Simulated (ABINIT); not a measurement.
AlSn:

```
CELL_PARAMETERS angstrom
4.19811 0.00000 0.00000
-2.09905 3.63567 0.00000
0.00000 0.00000 3.30685
ATOMIC_POSITIONS crystal
Sn 0.33333 0.66667 0.50000
Al 0.00000 0.00000 0.00000
```

The cell comes from a database or a generator and needn't be the stable form of this composition.

```yaml
Program: ABINIT 10.8.3 (patched build)
Task: relaxation of cell and atoms
Functional: PBE
Dispersion: D3(BJ)
Potentials_or_basis: JTH PAW PBE v2.0
Cutoff: 599 eV
k_mesh: 7 × 7 × 8
Occupations: fermi-dirac, width 0.05 eV
Spin: no spin polarisation
```

At the start: pressure -1.8 GPa; volume 25.24 Å³/atom.

Task: Where does the relaxation end?

Result: Over 8 steps the energy falls by 5.6 meV/atom and the volume is 24.32 Å³/atom (-3.6 %); space group P-6m2 (No. 187, to 0.05 Å).

Step by step:
```csv
step,energy change (eV),largest force (eV/Å),pressure (GPa),volume (Å³)
1,0.0000,0.0000,-1.82,50.47
2,-0.0030,0.0000,-1.56,50.19
3,-0.0107,0.0000,0.14,48.58
4,-0.0109,0.0000,0.04,48.66
5,-0.0110,0.0000,-0.06,48.73
6,-0.0111,0.0000,-0.09,48.73
7,-0.0112,0.0000,-0.04,48.68
8,-0.0112,0.0000,0.00,48.65
```

Final structure:
```
CELL_PARAMETERS angstrom
4.13355 0.00000 0.00000
-2.06677 3.57976 0.00000
0.00000 0.00000 3.28767
ATOMIC_POSITIONS crystal
Sn 0.33333 0.66667 0.50000
Al 0.00000 0.00000 0.00000
```

Caveat: pairwise dispersion overbinds metals, which lowers pressure and volume.
